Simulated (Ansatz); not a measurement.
Working through a comparison of norm-conserving and PAW potentials of InPt₃, space group Pm-3m

Program: the Ansatz DFT code, driven from Python.

Typed at the interpreter:
```pycon
>>> import ansatz as az
>>> import numpy as np
>>> def count_gap(report):
...     # lowest empty less highest filled band, counting bands; zero where they overlap
...     return max(report.get('gap_by_band_count_ev') or 0.0, 0.0)
...
>>> cell = (
...     az.Lattice.of((3.988, 0.0, 0.0), (0.0, 3.988, 0.0), (0.0, 0.0, 3.988))
...     .atom('In', (0.0, 0.0, 0.0))
...     .atom('Pt', (0.5, 0.5, 0.0))
...     .atom('Pt', (0.0, 0.5, 0.5))
...     .atom('Pt', (0.5, 0.0, 0.5))
... )
>>> [site.symbol for site in cell.resolved().sites]
['In', 'Pt', 'Pt', 'Pt']
>>> base = (
...     cell.calculation()
...     .functional(az.Functional.PBESOL)
...     .occupations('fermi_dirac', width=0.1)
...     .kpoints(6, 6, 6)
...     .stress()
...     .forces()
...     .band_table()
... )
>>> variants = {
...     'PAW': base.pseudopotentials('paw'),
...     'norm-conserving': base.pseudopotentials('nc'),
... }
>>> # totals differ by the cores that each treatment holds, so compare what does not depend on them
>>> rows = []
>>> for label, variant in variants.items():
...     data = variant.run(threads=1).report
...     levels = np.array(data['eigenvalues_ev'][0]) - data['fermi_energy_ev']
...     print(label, 'levels at the first k-point near E_F:', np.round(levels[np.abs(levels) < 5], 3))
...     rows.append((label, data['n_electrons'], np.trace(data['stress_gpa']) / 3, count_gap(data)))
...
DeckWarning: basis.ecutwfc = 420 eV, auto-derived from the records' recommended cutoffs: set by In (normal level)
PAW levels at the first k-point near E_F: [-2.036 -2.036 -2.036 -0.824 -0.824  0.026  0.268  0.268  0.268  0.512
  0.512  0.512]
DeckWarning: basis.ecutwfc = 1142.878222 eV, auto-derived from the records' recommended cutoffs: set by Pt (normal level)
norm-conserving levels at the first k-point near E_F: [-2.031 -2.031 -2.031 -0.817 -0.817  0.029  0.265  0.265  0.265  0.512
  0.512  0.512]
>>> lines = [','.join(['treatment', 'electrons in bands', 'P GPa', 'gap by band count eV'])] + [','.join(f'{v:.4f}' if isinstance(v, float) else str(v) for v in row) for row in rows]
>>> print('\n'.join(lines))
treatment,electrons in bands,P GPa,gap by band count eV
PAW,67.0000,1.1414,0.0000
norm-conserving,67.0000,1.1884,0.0000
>>> with open('nc_paw.csv', 'w') as handle:
...     handle.write('\n'.join(lines) + '\n')
...
120
```

PAW gives 1.141 GPa and norm-conserving 1.188 GPa, 0.047 GPa apart. They took 3.0 and 12.2 s of processor time.

The mesh is modest for a metal, so energies can be off by several to tens of meV an atom and pressures by half a GPa or more; differences at equal mesh fare better. A gap by band count of zero or less means overlapping bands, a metal, and at an odd count of electrons it is no gap at all. The structure is a deposited one; some such entries were measured under pressure or heat, so a shift against it needn't be the functional's error alone. Levels are Kohn-Sham eigenvalues on this mesh, without spin-orbit coupling. Warnings are shown shortened and without file and line. Stress is positive in compression. Finished in 16 s on 1 thread of Arm Neoverse V1, on a shared host, peak memory 0.53 GiB.
